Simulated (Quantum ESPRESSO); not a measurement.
The system is I.

```
I
1.0
     3.63503   -2.39502    0.00000
     3.63503    2.39502    0.00000
     0.00000    0.00000    9.79344
I
4
Cartesian
  3.6350 -0.7152 3.7646
  3.6350 1.6799 1.1321
  3.6350 0.7152 6.0288
  3.6350 -1.6799 8.6613
```

```yaml
Program: Quantum ESPRESSO 7.5
Task: Wannier functions
Functional: LDA
Potentials_or_basis: PseudoDojo 0.4.1 SR LDA standard
Cutoff: 952 eV
Density_cutoff: 3810 eV
k_mesh: 6 × 6 × 2
Occupations: fermi-dirac, width 0.05 eV
Spin: no spin polarisation
Iterations: 0
Form_of_the_LDA_correlation: PW92
Mixing_beta: 0.5
Most_SCF_iterations: 120
SCF_threshold: 8e-10 Ry
k_mesh_for_the_Wannier_functions: 4 × 4 × 2
Projections: I sp
```

Start: atomic projections with disentanglement, frozen window up to 1.6 eV over the reference level; no minimisation of the spread. The reference level is the Fermi level, or the middle of the gap.

Question: With atomic projections with disentanglement, how many functions result, how localised are they, and how well do they interpolate the bands?

Answer: 16 functions with spreads from 1.20 to 2.06 Å², 29.1 Å² in all; they miss the direct bands by 5 meV (root mean square).

Wannier functions:
```
function  nearest atom  distance (Å)  spread (Å²)  on-site energy from the reference level (eV)
       1           1 I          0.00         1.20                                        -12.42
       2           1 I          0.08         2.06                                         -2.21
       3           1 I          0.02         2.00                                         -2.01
       4           1 I          0.02         2.02                                         -2.15
       5           2 I          0.00         1.20                                        -12.42
       6           2 I          0.08         2.06                                         -2.21
       7           2 I          0.02         2.00                                         -2.01
       8           2 I          0.02         2.02                                         -2.15
       9           3 I          0.00         1.20                                        -12.42
      10           3 I          0.08         2.06                                         -2.21
      11           3 I          0.02         2.00                                         -2.01
      12           3 I          0.02         2.02                                         -2.15
      13           4 I          0.00         1.20                                        -12.42
      14           4 I          0.08         2.06                                         -2.21
      15           4 I          0.02         2.00                                         -2.01
      16           4 I          0.02         2.02                                         -2.15
```

Parts of the spread (Å²): invariant 19.65, diagonal 0.002, off-diagonal 9.48, total 29.13. Against the direct bands the interpolation misses by 5 meV (root mean square) and 25 meV at most, for states up to 1 eV over the reference level.

Caveat: spin-orbit coupling is left out, which moves the levels of the heavy elements.
